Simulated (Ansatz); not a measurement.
TaV, 2 atoms in the cell. Symmetry: Cmmm, No. 65, orthorhombic system. The conventional cell has a = 3.213 Å, b = 4.616 Å, c = 4.341 Å, α = 90.00°, β = 90.00°, γ = 90.00°. Ta (site symmetry mmm) has 4 V at 2.70 Å and 4 Ta at 2.81 Å as nearest neighbours. V (site symmetry mmm) is surrounded by 4 Ta at 2.70 Å and 4 V at 2.81 Å. The cell comes from a database or a generator and needn't be the stable form of this composition.

- Program: Ansatz 0.2.0
- Task: relaxation of cell and atoms
- Functional: LDA
- Potentials or basis: all-electron LAPW, scalar-relativistic
- Basis error allowed: 0.001 eV/atom
- k mesh: 7 × 7 × 5
- Occupations: fermi-dirac, width 0.05 eV
- Spin: collinear spin, ferromagnetic start
- Starting moments: [0.0, 2.0] μB

Potentials or basis: all-electron LAPW, scalar-relativistic.

The run is started by

```console
$ ansatz run input.yaml --threads 2 --pin off --max-ram 6144MiB --backend cpu --events-out ev --progress --plain --runs-dir out
```

Hardware: 2 threads of Arm Neoverse V1, with other jobs on the host.

How long does it take, and how much memory?

Run time: 2.1 min on 2 threads of Arm Neoverse V1 (shared host), peak memory 0.54 GiB. Counts: scf iterations 71, plane waves 367, k points 48, bands 35, ion steps 8.
